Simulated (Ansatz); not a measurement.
Tl3S:

```
CELL_PARAMETERS angstrom
-2.35097 2.35097 5.14280
2.35097 -2.35097 5.14280
2.35097 2.35097 -5.14280
ATOMIC_POSITIONS crystal
Tl 0.50000 0.50000 0.00000
Tl 0.25000 0.75000 0.50000
Tl 0.75000 0.25000 0.50000
S 0.00000 0.00000 0.00000
```

The cell comes from a database or a generator and needn't be the stable form of this composition.

| Item | Value |
| --- | --- |
| Program | Ansatz 0.2.0 |
| Task | relaxation of cell and atoms |
| Functional | PBE |
| Dispersion | D3(BJ) |
| Potentials or basis | Ansatz PAW |
| Cutoff | 420 eV (not typed: the program's choice for these potentials) |
| k mesh | 8 × 8 × 8 |
| Occupations | fermi-dirac, width 0.05 eV |
| Spin | no spin polarisation |

At the start: volume 28.42 Å³/atom.

Problem. How do energy, volume and symmetry change on relaxing?

Solution. It ends after 4 steps and the volume is 26.95 Å³/atom (-5.2 %); space group I4/mmm (No. 139, to 0.05 Å).

Step by step:
```tsv
step	energy change (eV)	largest force (eV/Å)	volume (Å³)
1	0.0000	0.0000	113.70
2	-0.0327	0.0000	108.75
3	-0.0336	0.0000	107.81
4	-0.0323	0.0000	107.81
```

Final structure:
```yaml
crystal:
  lattice:
    - [-2.30892, 2.30892, 5.05592]
    - [2.30892, -2.30892, 5.05592]
    - [2.30892, 2.30892, -5.05592]
  atoms:
    - { symbol: Tl, position: [0.50000, 0.50000, 0.00000] }
    - { symbol: Tl, position: [0.25000, 0.75000, 0.50000] }
    - { symbol: Tl, position: [0.75000, 0.25000, 0.50000] }
    - { symbol: S, position: [0.00000, 0.00000, 0.00000] }
```

Caveat: the plane-wave basis is chosen anew once the cell has moved, so the energies of steps on either side of that aren't comparable; pairwise dispersion overbinds metals, which lowers pressure and volume.
